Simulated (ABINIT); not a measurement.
The system is TaAs.

```xyz
4
Lattice="-1.7218 1.7218 5.8679 1.7218 -1.7218 5.8679 1.7218 1.7218 -5.8679" Properties=species:S:1:pos:R:3 pbc="T T T"
Ta    0.0000    0.0000    5.8676
Ta    1.7218    0.0000    2.9336
As    0.0000    0.0000    0.9698
As    0.0000    1.7218    3.9037
```

The cell is a database's computed one.

| Quantity | Value |
| --- | --- |
| Program | ABINIT 10.8.3 (patched build) |
| Task | relaxation of cell and atoms |
| Functional | PBE |
| Potentials or basis | JTH PAW PBE v2.0 sp |
| Cutoff | 517 eV |
| k mesh | 8 × 8 × 8 |
| Occupations | fermi-dirac, width 0.05 eV |
| Spin | no spin polarisation |

At the start: pressure 2.7 GPa; volume 17.40 Å³/atom.

Task: How do energy, volume and symmetry change on relaxing?

Result: Over 8 steps the energy falls by 2.2 meV/atom and the volume is 17.65 Å³/atom (+1.5 %); space group I4_1md (No. 109, to 0.05 Å).

The path:
```tsv
step	energy change (eV)	largest force (eV/Å)	pressure (GPa)	volume (Å³)
1	0.0000	0.0234	2.72	69.59
2	-0.0070	0.0195	1.16	70.17
3	-0.0086	0.0146	0.01	70.61
4	-0.0086	0.0125	-0.02	70.62
5	-0.0087	0.0017	-0.07	70.63
6	-0.0087	0.0010	-0.03	70.61
7	-0.0087	0.0010	0.00	70.60
8	-0.0087	0.0006	0.00	70.60
```

Final structure:
```
Ta As
1.0
    -1.73224    1.73224    5.88175
     1.73224   -1.73224    5.88175
     1.73224    1.73224   -5.88175
Ta As
2 2
Direct
  0.50012 0.50012 0.00000
  0.25012 0.75012 0.50000
  0.08247 0.08247 0.00000
  0.83247 0.33247 0.50000
```

Caveat: this set keeps more shells in the core, which shifts pressures and gaps.
